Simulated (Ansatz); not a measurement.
# ZnSe (zincblende type): the cost of one run

Computed with Ansatz 0.2.0 (DFT, r2SCAN, PAW with Ansatz's default frozen-core files, scalar-relativistic, unless a step's input says otherwise).

**1. Starting point**

The structure is cubic, space group F-43m (No. 216). The conventional cell has a = 5.760 Å, b = 5.760 Å, c = 5.760 Å, α = 90.00°, β = 90.00°, γ = 90.00°. Zn (site symmetry -43m) is surrounded by 4 Se at 2.49 Å. Se (site symmetry -43m) has 4 Zn at 2.49 Å as nearest neighbours.

As a file:

```xyz
2
Lattice="0.0000 2.8798 2.8798 2.8798 0.0000 2.8798 2.8798 2.8798 0.0000" Properties=species:S:1:pos:R:3 pbc="T T T"
Zn    0.0000    0.0000    0.0000
Se    1.4399    1.4399    1.4399
```

Whether this phase is the stable one at these pressures isn't tested.

Atoms are numbered in the order of the input: Zn1, Se2.

**2. Cell relaxed at zero pressure, PAW**

Input file input.yaml:

```yaml
crystal:
  lattice:
    - [0.0, 2.8798249876, 2.8798249876]
    - [2.8798249876, 0.0, 2.8798249876]
    - [2.8798249876, 2.8798249876, 0.0]
  atoms:
    - { symbol: Zn, position: [0.0, 0.0, 0.0] }
    - { symbol: Se, position: [0.25, 0.25, 0.25] }
kpoints:
  mp_grid: { grid: [11, 11, 11] }
scf:
  occupations: { method: fermi_dirac, width: 0.05 }
hamiltonian:
  xc: r2scan
  pseudopotentials: { kind: paw }
output:
  forces: true
  stress: true
relax:
  f_tol: 0.005
  max_steps: 40
  cell: {}
```

On the command line:

```console
$ ansatz run input.yaml --threads 1 --pin off --max-ram 2048MiB --backend cpu --events-out ev --progress --plain --runs-dir out
```

What time and memory should one allow on 1 thread of Arm Neoverse V2, shared host?

About 36 s, with a peak of 0.49 GiB.
